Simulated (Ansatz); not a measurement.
# ClFGaH3: the cost of one run

All numbers below are computed with Ansatz 0.2.0 (RKS BLYP/def2-SVP).

**1. Starting point**

Bond lengths: Ga1–Cl2 2.590 Å, Ga1–H3 1.570 Å, Ga1–H4 1.570 Å, Ga1–F5 2.000 Å. Angles: Cl2–Ga1–H3 120.0°, Cl2–Ga1–H4 120.0°, Cl2–Ga1–F5 71.6°, H3–Ga1–H4 120.0°, H3–Ga1–F5 97.0°, H4–Ga1–F5 101.2°.

As a file:

```xyz
6

Ga    0.0000    0.0000    0.0000
Cl    0.0000    0.0000    2.5900
H     1.3596    0.0000   -0.7850
H    -1.3596    0.0000   -0.7850
F     0.0836   -1.8961    0.6306
H     0.0624   -1.4154    1.7691
```

**2. Pulling towards end A**

Springs on the bonds that form and break draw the guess towards this end; the thresholds are loose.

input.yaml reads:

```yaml
crystal:
  periodic: [false, false, false]
  atoms:
    - { symbol: Ga, position_ang: [0.0, 0.0, 0.0] }
    - { symbol: Cl, position_ang: [0.0, 0.0, 2.59] }
    - { symbol: H, position_ang: [1.3596, 0.0, -0.785] }
    - { symbol: H, position_ang: [-1.3596, 0.0, -0.785] }
    - { symbol: F, position_ang: [0.0836, -1.8961, 0.6306] }
    - { symbol: H, position_ang: [0.0624, -1.4154, 1.7691] }
basis:
  gaussian: { orbitals: def2-SVP }
hamiltonian:
  xc: blyp
relax:
  f_tol: 0.15
  max_steps: 25
  restrain:
    - { distance: [0, 4], at: 2.9, k: 30.0 }
    - { distance: [5, 1], at: 2.57, k: 30.0 }
    - { distance: [0, 1], at: 2.24, k: 30.0 }
    - { distance: [5, 4], at: 0.92, k: 30.0 }
```

Run with:

```
$ ansatz run input.yaml --threads 1 --pin off --max-ram 2048MiB --backend cpu --events-out ev --progress --plain --runs-dir out
```

**Question.** How long does this run take on 1 thread of Arm Neoverse V1, shared host, and how much memory does it need?

About 19 s, with a peak of 0.14 GiB.
